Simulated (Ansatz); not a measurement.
Sn3Te:

```xyz
4
Lattice="4.8656 0.0000 0.0000 0.0000 4.8656 0.0000 0.0000 0.0000 4.8656" Properties=species:S:1:pos:R:3 pbc="T T T"
Te    0.0000    0.0000    0.0000
Sn    0.0000    2.4328    2.4328
Sn    2.4328    0.0000    2.4328
Sn    2.4328    2.4328    0.0000
```

The cell comes from a database or a generator and needn't be the stable form of this composition.

Base run:

- Program: Ansatz 0.2.0
- Functional: LDA
- Potentials or basis: all-electron LAPW, scalar-relativistic
- Cutoff: 138 eV
- Density cutoff: 552 eV
- Basis error allowed: 0.002 eV/atom
- k mesh: 6 × 6 × 6
- Occupations: fermi-dirac, width 0.05 eV
- Spin: no spin polarisation

Its results: pressure -3.5 GPa.

Problem. The run is repeated on the same cell with these changes: functional from LDA to PBE. What comes out?

Solution. Pressure 0.3 GPa.

PBE binds less tightly than LDA, so the same cell stands under more pressure.

Not every run made on this cell is shown here.
